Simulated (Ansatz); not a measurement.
**C3H7FGeO: up Jacob's ladder to CCSD(T)**

Aim: compute C3H7FGeO with functionals from several rungs and with coupled cluster. The yardstick is the atomisation energy at the CCSD(T) limit.

Computed with Ansatz 0.2.0, Gaussian basis. Level: functionals in def2-TZVPP, the program's frozen cores in correlated methods.

Plan: PBE-D4, r2SCAN-D4, PBE0-D4, B3LYP-D4, ωB97X-V, ωB97M-V, B2PLYP; CCSD(T)/def2-TZVPP; MP2/def2-QZVPP; extrapolation to the limit.

## 1. Structure used throughout

The geometry comes from an earlier relaxation with PBE0-D4 in a triple-zeta def2 set; it is a stationary point, not always the lowest conformer.

13 atoms, charge 0, spin multiplicity 1.

Atoms are counted from 1 here; the program's logs count them from 0.

Bond lengths: C1–C2 1.516 Å, C1–H7 1.092 Å, C1–H8 1.093 Å, C1–H9 1.092 Å, C2–C3 1.516 Å, C2–O4 1.425 Å, C2–H10 1.097 Å, C3–H11 1.093 Å, C3–H12 1.092 Å, C3–H13 1.092 Å, O4–Ge5 1.760 Å, Ge5–F6 1.774 Å. Angles: C2–C1–H7 110.4°, C2–C1–H8 110.2°, C2–C1–H9 110.6°, H7–C1–H8 108.1°, H7–C1–H9 109.0°, H8–C1–H9 108.4°, C1–C2–C3 112.6°, C1–C2–O4 110.9°, C1–C2–H10 108.6°, C3–C2–O4 110.9°, C3–C2–H10 108.6°, O4–C2–H10 104.8°, C2–C3–H11 110.2°, C2–C3–H12 110.4°, C2–C3–H13 110.6°, H11–C3–H12 108.1°, H11–C3–H13 108.4°, H12–C3–H13 109.0° and more.

## 2. PBE-D4 (GGA)

Contents of in.yaml:

```yaml
crystal:
  periodic: [false, false, false]
  atoms:
    - {symbol: C, position_ang: [0.940342, -0.201531, -0.992102]}
    - {symbol: C, position_ang: [-0.119332, 0.621036, -0.285780]}
    - {symbol: C, position_ang: [0.071265, 0.650455, 1.217978]}
    - {symbol: O, position_ang: [-1.426953, 0.164944, -0.623418]}
    - {symbol: Ge, position_ang: [-2.302879, -1.343506, -0.390523]}
    - {symbol: F, position_ang: [-1.084059, -2.310945, 0.460675]}
    - {symbol: H, position_ang: [0.757571, -0.215263, -2.068610]}
    - {symbol: H, position_ang: [1.929523, 0.229780, -0.820550]}
    - {symbol: H, position_ang: [0.942174, -1.227898, -0.619490]}
    - {symbol: H, position_ang: [-0.075027, 1.649056, -0.664754]}
    - {symbol: H, position_ang: [1.030043, 1.110923, 1.468272]}
    - {symbol: H, position_ang: [-0.720496, 1.234859, 1.691253]}
    - {symbol: H, position_ang: [0.057807, -0.361933, 1.627030]}
basis:
  gaussian: {orbitals: def2-TZVPP}
hamiltonian: {xc: pbe, dispersion: d4}
output: {forces: true, orbitals: {seedname: orbitals}}
```

Command:

```
$ ansatz run in.yaml --threads 2 --pin off --events-out ev --progress --plain --max-ram 22528MiB --backend cuda --devices 0, --max-vram 18GiB
```

The runs that follow: r2SCAN-D4 (meta-GGA); PBE0-D4 (hybrid); B3LYP-D4 (hybrid); ωB97X-V (range-separated); ωB97M-V (range-separated); B2PLYP (double hybrid); CCSD(T) in def2-TZVPP; MP2 in def2-QZVPP.

Before running them: what should the planned runs give, taken together? Wanted: atomisation energy, CCSD(T)/CBS; farthest; mean size of error, hybrid; mean size of error, range-separated; gap, smallest and largest; T1 diagnostic; triples share of the correlation energy.

As calculated:

| quantity | value |
| --- | --- |
| atomisation energy, CCSD(T)/CBS | 5114.5 kJ/mol |
| functionals within 51.1 kJ/mol (1.0 %) | r2SCAN-D4, PBE0-D4, B3LYP-D4, ωB97X-V, ωB97M-V |
| farthest | PBE-D4 (+106.8 kJ/mol) |
| mean size of error, hybrid | 8.7 kJ/mol |
| mean size of error, range-separated | 2.1 kJ/mol |
| gap, smallest and largest | 4.03 eV (PBE-D4), 10.51 eV (ωB97X-V) |
| T1 diagnostic | 0.0142 |
| triples share of the correlation energy | 3.7 % |

**Reading.** PBE-D4 is off by +106.8 kJ/mol. Double hybrids carry the basis error of their MP2 part in triple zeta, and no dispersion term here, so their miss is partly the set-up's. Misses under about 51.1 kJ/mol are within the doubt on the reference itself, which lacks core-valence correlation, relativity and higher excitations, and its outer-core shells are covered unevenly. Hartree-Fock recovers 72 % of the binding; the rest is correlation. Orbital gaps span 4.0 to 10.5 eV; exact exchange widens them. Correlated methods include outer-core shells of Ge, which these sets cover unevenly.
